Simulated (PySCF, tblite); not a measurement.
# C₅H₂F₃O radical: geometry, infrared bands and EPR parameters

Aim: predict the infrared bands and EPR parameters of C₅H₂F₃O radical (`O=C1[CH]C1C(F)=C(F)F`).

Programs: tblite 0.8.0 and PySCF 2.14.0, with density-fitted response routines of our own. Each step states its level of theory. These are calculated values for one molecule in the gas phase, unless marked as measured. Atoms are numbered from 0 throughout.

### Step 1. Starting geometry

11 atoms, charge 0, multiplicity 2; geometry from: force field or distance geometry start.

Bonds of the start (Å): O0–C1 1.19, C1–C2 1.47, C2–C3 1.44, C3–C4 1.46, C4–F5 1.35, C4–C6 1.35, C6–F7 1.35, C6–F8 1.34, C3–C1 1.45, C2–H9 1.09, C3–H10 1.08.

### Step 2. Geometry optimisation with GFN2-xTB

The job: settings as JSON, then the geometry in Å.

```
{"job": {"kind": "relax", "xc": "GFN2-xTB", "basis": "xTB"}, "charge": 0, "multiplicity": 2}
O     -1.869600     1.047600    -1.390300
C     -1.186300     0.163500    -0.980200
C     -1.463400    -1.059700    -0.218400
C     -0.576700    -0.054200     0.318400
C      0.852500    -0.349300     0.315900
F      1.232500    -1.629300     0.530000
C      1.826100     0.556800     0.113200
F      3.124200     0.171800     0.140200
F      1.521400     1.847400    -0.091000
H     -2.503400    -1.214400     0.081800
H     -0.951800     0.522400     1.154400
```

Command:

```
> OMP_NUM_THREADS=1 python probes_run.py task.json out
```

The driver reads the jobs from task.json and runs them one after another.

**Question.** This job is followed by: GFN2-xTB harmonic vibrations, gas phase; UKS B3LYP, pcH-1 on C F H O, non-relativistic, mean-field spin-orbit, GIAO. What will the session give for the following? strongest single infrared mode (GFN2-xTB); zero-point energy (GFN2-xTB); g(iso) (B3LYP); ⟨S²⟩; largest a(iso); potential on the surface of density 0.002 e/bohr³, 1st and 99th percentile.

As calculated:

| quantity | value |
| --- | --- |
| strongest single infrared mode (GFN2-xTB) | 2241 cm⁻¹, 1392 km/mol |
| zero-point energy (GFN2-xTB) | 35.5 kcal/mol |
| g(iso) (B3LYP) | 2.00248 |
| ⟨S²⟩ | 0.776 (exact 0.75) |
| largest a(iso) | 19F on F7, 76.9 MHz |
| potential on the surface of density 0.002 e/bohr³, 1st and 99th percentile | -0.71 V and 1.67 V |

In words: The optimisation took 90 steps and gained 2.945 eV; among the close pairs (by a distance rule), C1–C3 changed most, from 1.451 to 2.439 Å. The frame itself reshapes: C1···C3 goes from 1.45 to 2.44 Å. All 27 modes are real, so the xTB geometry is a minimum. The strongest single mode, at 2241 cm⁻¹, moves mainly C1. Unscaled tight-binding wavenumbers are off by several per cent, some by more. Its intensities can rank the bands wrongly. The structure rearranged or came apart on optimisation; the results belong to the end geometry, not to the formula as drawn. The largest spin populations lie on C3 (0.57 e), C6 (0.42 e). The isotropic g lies 0.2 ppt above the free-electron value. These values are for one conformer; the search (at its own cheap level) found 2 more, at 0.27, 0.87 kcal/mol, and measured spectra average over such forms.
